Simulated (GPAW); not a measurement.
The system is BN.

```
B N
1.0
     0.00000    1.80750    1.80750
     1.80750    0.00000    1.80750
     1.80750    1.80750    0.00000
B N
1 1
Direct
  0.00000 0.00000 0.00000
  0.75000 0.75000 0.75000
```

Base run:

| Property | Result |
| --- | --- |
| Program | GPAW 26.7.0 |
| Functional | GLLB-SC |
| Potentials or basis | the program's PAW data sets (release 1.2.1) made for this functional |
| Cutoff | 800 eV |
| Basis | pw |
| k mesh | 13 × 13 × 13 |
| Occupations | fermi-dirac, width 0.05 eV |
| Spin | no spin polarisation |

Its results: band gap on the k mesh, kohn-sham part alone 5.09 eV, indirect (least direct gap 9.74 eV).

Problem. The run is repeated on the same cell with these changes: functional from GLLB-SC to LDA. What comes out?

Solution. Band gap on the k mesh 4.43 eV, indirect (least direct gap 8.70 eV).

Caveats: a model potential gives levels but no total energy (some runs); an odd mesh through Γ misses points on the zone boundary, where band edges often lie (some runs).

Not every run made on this cell is shown here.
